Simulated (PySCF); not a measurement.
**[WO3Br]−: other functionals and bases at one geometry**

The task here is to estimate one member of a computed series from the others.

Method: several levels, as the steps say, no spin–orbit coupling; program: PySCF 2.14.0.

3 further runs of the same task are left out: 2 for a known fault of the program, 1 that didn't finish.

## Where the work starts

5 atoms, charge -1, spin multiplicity 1.

Bond lengths: W1–O2 1.760 Å, W1–O3 1.760 Å, W1–O4 1.760 Å, W1–Br5 2.532 Å. Angles: O2–W1–O3 108.7°, O2–W1–O4 108.6°, O2–W1–Br5 110.1°, O3–W1–O4 108.7°, O3–W1–Br5 110.6°, O4–W1–Br5 110.1°.

Coordinates:

```xyz
5
BrO3W
W     0.0000    0.3468    0.1532
O     1.4293    0.4654    1.1726
O     0.0000    1.6961   -0.9764
O    -1.4293    0.4654    1.1726
Br    0.0000   -1.8585   -1.0904
```

Formal oxidation states: W +6. An earlier session relaxed this geometry at PBE, W def2-SVP with ECP60, O def2-SVP, Br def2-SVP (singlet, point group C3v).

At PBE on the finer grid: E = -2866.187488 Eh, HOMO -1.72 eV, LUMO 2.98 eV, Mulliken charge on W1 +0.70 e, largest force component 0.015 eV/Å. 

Levels to run: TPSSh; CAM-B3LYP; B3LYP; revPBE; PBE, TZVP; PBE, x2c-SVP. Hardware: 2 threads of AMD EPYC 9B14 (Zen 4), shared host.

Set-up of the first run:

run.py (the lines that set the calculation)

```python
mol = gto.M(atom='''
W      0.00000     0.34680     0.15321
O      1.42930     0.46542     1.17258
O      0.00000     1.69614    -0.97635
O     -1.42930     0.46542     1.17258
Br     0.00000    -1.85846    -1.09038''',
    basis={'W': 'def2-SVP', 'O': 'def2-SVP', 'Br': 'def2-SVP'},
    ecp={'W': 'def2-SVP'},
    charge=-1, spin=0)
mf = dft.RKS(mol, xc='TPSSH')
mf.grids.atom_grid = (75, 302)
mf = mf.density_fit()  # fitting sets: W def2-universal-JKFIT, O def2-universal-JKFIT, Br def2-universal-JKFIT
mf.conv_tol = 1e-08; mf.max_cycle = 55
mf.kernel(dm0)  # dm0: the density of the relaxed state
```

Started as:

```sh
$ OMP_NUM_THREADS=2 python run.py
```

Steps of the session up to this table: TPSSh; CAM-B3LYP; B3LYP; revPBE; PBE, TZVP; PBE, x2c-SVP.

One of the session's tables, all rows but one given; the rest of the session is left out.

```
             level  HOMO (eV)  gap (eV)  charge on W1 (e)  dipole (D)  largest force component (eV/Å)
PBE (relaxed here)      -1.72      4.70              0.70        2.99                            0.01
             TPSSh          ?         ?                 ?           ?                               ?
         CAM-B3LYP      -4.76      9.51              0.89        3.26                            1.30
             B3LYP      -3.05      6.55              0.87        3.21                            0.74
            revPBE      -1.66      4.71              0.74        2.94                            0.14
         PBE, TZVP      -1.94      4.61              1.15        2.99                            0.07
      PBE, x2c-SVP      -1.85      4.49              0.53        3.14                            0.72
```

Estimate the missing values for TPSSh.

As computed: HOMO (eV): -2.51; gap (eV): 5.79; charge on W1 (e): 0.92; dipole (D): 3.05; largest force component (eV/Å): 0.44. In the column «HOMO (eV)» it lies between B3LYP (-3.05) and PBE, TZVP (-1.94).

The dipole of a charged species depends on the origin, so these sizes hold for this origin alone.

In one basis the HOMO–LUMO gap runs from 4.70 eV (PBE) to 9.51 eV (CAM-B3LYP). The largest leftover force, 1.30 eV/Å with CAM-B3LYP, stands at a geometry relaxed at another level. Total energies of different levels can't be compared.
